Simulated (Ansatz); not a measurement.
**InClF2 (SMILES [F][In]([F])[Cl]): r2SCAN0/def2-SVP (core potential)**

Aim: the electronic atomisation energy of InClF2 at r2SCAN0/def2-SVP (core potential), from 4 runs. 

Program for the calculation: Ansatz 0.2.0.

54 further runs of the same task are left out: 3 that didn't finish, 51 set aside as unsound or not needed.

### 1 The molecule

The species is InClF2 (4 atoms), meant as a singlet with charge 0. SMILES: `[F][In]([F])[Cl]`. The shape is that of a PBE0-D4/def2-TZVP optimisation.

Bond lengths: F1–In2 1.923 Å, In2–F3 1.923 Å, In2–Cl4 2.277 Å. Angles: F1–In2–F3 114.8°, F1–In2–Cl4 122.6°, F3–In2–Cl4 122.6°.

### 2 A single-point energy at r2SCAN0/def2-SVP (core potential)

File run.yaml:

```yaml
crystal:
  periodic: [false, false, false]
  atoms:
    - {symbol: F, position_ang: [0.588200, 0.614600, 1.749600]}
    - {symbol: In, position_ang: [0.046700, -0.040500, 0.025100]}
    - {symbol: F, position_ang: [0.831500, -1.720700, -0.482100]}
    - {symbol: Cl, position_ang: [-1.410900, 1.086300, -1.312800]}
basis:
  gaussian:
    orbitals: def2-SVP
output: {orbitals: {seedname: orbitals}}
hamiltonian:
  xc: {name: r2SCAN0}
accuracy: high
```

The run is started by

```
$ ansatz run run.yaml --threads 1 --pin off --max-ram 3480MiB --events-out events.jsonl --progress --plain --runs-dir runs
```

Log:

```text
Warning: RAYON_NUM_THREADS=1 ignored (pool sized by the plan → 1); use --threads N
Functional definition: r2SCAN0
  name "r2SCAN0"
  parameter a = 0.25
  parameter k0 = 0.174
  parameter k1 = 0.065
  parameter a1 = 4.9479
  exchange = (1 - a)*r2scan_x(k0 = k0, k1 = k1, a1 = a1) + a*exact_x
  correlation = r2scan_c
1486 factors; integrals over basis functions are off by at most 3.0e-9 eV
mean field evaluation 1: about -23116.7257 eV, gradient 5.1e1 eV
mean field evaluation 2: about -23105.2286 eV, gradient 9.8e1 eV
mean field evaluation 4: about -23121.3024 eV, gradient 3.1e0 eV
mean field evaluation 8: about -23121.4009 eV, gradient 1.5e-1 eV
mean field evaluation 16: about -23121.4009 eV, gradient 1.1e-5 eV
mean field -23121.40092550 eV, -849.6958117636 hartree, gradient 1.9e-8 eV, S^2 0.000000; 0 other end points of the search recorded, 0 dependent functions left out
reference -23121.40092645 eV, -849.6958117986 hartree; 28, 28 occupied and 44, 44 virtual orbitals, 1486 factors
Total energy: -23121.40092645 eV, -849.6958117986 hartree
```

Wall time 10 s (1 thread of Arm Neoverse V2, shared host); peak memory 0.28 GiB.

### 3 The Cl atom

File job.yaml:

```yaml
basis:
  gaussian:
    orbitals: def2-SVP
crystal:
  periodic: [false, false, false]
  atoms:
    - symbol: Cl
      position_ang: [0.000000, 0.000000, 0.000000]
magnetization:
  spin_polarized: true
  initial_magnetization: 1
hamiltonian:
  xc: {name: r2SCAN0}
accuracy: high
```

Run the same way, it converges to -459.96005 Eh (log not shown).

### 4 The F atom at the same level

File run.yaml:

```yaml
crystal:
  periodic: [false, false, false]
  atoms:
    - {symbol: F, position_ang: [0.000000, 0.000000, 0.000000]}
basis:
  gaussian: {orbitals: def2-SVP}
magnetization: {spin_polarized: true, initial_magnetization: 1}
hamiltonian: {xc: {name: r2SCAN0}}
accuracy: high
```

Run the same way, it converges to -99.59319 Eh (log not shown).

### 5 The In atom, same level

File run.yaml:

```yaml
basis:
  gaussian:
    orbitals: def2-SVP
crystal:
  periodic: [false, false, false]
  atoms:
    - {symbol: In, position_ang: [0.000000, 0.000000, 0.000000]}
magnetization:
  spin_polarized: true
  initial_magnetization: 1
hamiltonian:
  xc: {name: r2SCAN0}
accuracy: high
```

Run the same way, it converges to -190.14442 Eh (log not shown).

### 6 Outcome

Level: r2SCAN0/def2-SVP (core potential).

| quantity | value |
| --- | --- |
| molecule: total energy | -849.69581 Eh |
| molecule: HOMO energy | -10.04 eV |
| molecule: LUMO energy | -2.92 eV |
| molecule: HOMO–LUMO gap | 7.12 eV |
| Cl atom: total energy | -459.96005 Eh |
| Cl atom: ⟨S²⟩ | 0.753 |
| F atom: total energy | -99.59319 Eh |
| F atom: ⟨S²⟩ | 0.752 |
| In atom: total energy | -190.14442 Eh |
| In atom: ⟨S²⟩ | 0.755 |
| electronic atomisation energy | 11.019 eV |

In words: Taking the molecule apart into free atoms costs 11.02 eV (1063 kJ/mol), before zero-point energy and without spin-orbit coupling.
